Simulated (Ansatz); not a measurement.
**GaB2As3: the band gap up the ladder of functionals**

An exercise on one series of results from a longer session: the logs are not shown, and one member is left open.

Program: Ansatz 0.2.0. PAW datasets, plane waves. The calculation is spin-unpolarised, and the structure need not be a phase that has been made.

## The cell

The cell was relaxed beforehand with r2SCAN.

Space group Imm2 (No. 44), orthorhombic; conventional cell a = 3.560 Å, b = 10.743 Å, c = 5.127 Å, 16.34 Å³ an atom. B has 4 As at 2.09–2.14 Å; As has 3 B at 2.09–2.14 Å and 1 Ga at 2.42 Å; Ga has 4 As at 2.37–2.42 Å; As has 2 B at 2.09 Å and 2 Ga at 2.37 Å.

As a file:

```xyz
6
Lattice="-1.7799 5.3716 2.5637 1.7799 -5.3716 2.5637 1.7799 5.3716 -2.5637" Properties=species:S:1:pos:R:3 pbc="T T T"
B     1.7799    1.8373    2.5744
As    0.0000    1.9766    1.4035
B     0.0000    3.5343    0.0107
As    1.7799    3.3950   -1.1602
Ga    0.0000    0.0000    0.0076
As    0.0000    5.3716    1.0095
```

The first run:

input.yaml

```yaml
crystal:
  lattice:
    - [-1.7799428443, 5.3716401558, 2.5636674129]
    - [1.7799428443, -5.3716401558, 2.5636674129]
    - [1.7799428443, 5.3716401558, -2.5636674129]
  atoms:
    - { symbol: B, position: [0.6731176554, 1.0020960386, 0.6710216168] }
    - { symbol: As, position: [0.457707807, 0.2737209094, 0.1839868975] }
    - { symbol: B, position: [0.3310744219, 0.0020960386, 0.3289783832] }
    - { symbol: As, position: [0.0897340119, 0.2737209094, 0.8160131025] }
    - { symbol: Ga, position: [0.0014792638, 0.0014792638, 0.0] }
    - { symbol: As, position: [0.69688684, 0.19688684, 0.5] }
kpoints:
  mp_grid: { grid: [8, 8, 8] }
  band_path:
    path:
      - [[0.0, 0.0, 0.0], [0.5, -0.5, 0.5], [0.2774497440305, -0.2774497440305, 0.7225502559695]]
      - [[-0.2774497440305, 0.2774497440305, 0.2774497440305], [0.0, 0.0, 0.0], [0.3069442072502, 0.3069442072502, -0.3069442072502]]
      - [[0.6930557927498, -0.3069442072502, 0.3069442072502], [0.5, -0.5, 0.5]]
      - [[0.0, 0.0, 0.0], [5.142318066749e-17, 0.5, -5.142318066749e-17], [0.25, 0.25, 0.25], [0.5, -1.925581225392e-17, 1.925581225392e-17], [0.0, 0.0, 0.0], [2.935002051144e-17, -2.935002051144e-17, 0.5], [0.25, 0.25, 0.25]]
    npoints: 10
hamiltonian:
  xc: pbe
scf:
  occupations: { method: fermi_dirac, width: 0.02 }
  n_extra_bands: 5
output:
  forces: true
  stress: true
  eigenvalues: true
```

Run with:

```bash
> ansatz run input.yaml --threads 4 --pin off --max-ram 6451MiB --backend cpu --events-out ev --progress --plain --runs-dir out
```

Among the steps run: Band structure with PBE; r2SCAN at the same geometry; Single point with HSE06; Single point with PBE+SOC; Single point with PBE0.

One of the session's tables, all rows but one given; the rest of the session is left out.

```
  level  gap (eV)
    PBE      0.54
 r2SCAN         ?
  HSE06      1.15
PBE+SOC      0.52
   PBE0      1.80
```

**Question.** Estimate the row for r2SCAN.

**Answer.** gap (eV): 0.78. In the column «gap (eV)» it lies between PBE (0.54) and HSE06 (1.15).

Meshes: PBE 8×8×8, r2SCAN 8×8×8, HSE06 6×6×6, PBE+SOC 8×8×8, PBE0 6×6×6

In words: The gap runs from 0.52 eV (PBE+SOC) to 1.80 eV (PBE0). Against HSE06, PBE is short by 0.61 eV, at 47 % of it, and r2SCAN 68 %. PBE0 lies 0.65 eV above HSE06, which differs from it by screening the long-range exchange.

To keep in mind: Warnings in the runs' records: stress scf threshold loose, stress exchange threshold loose.
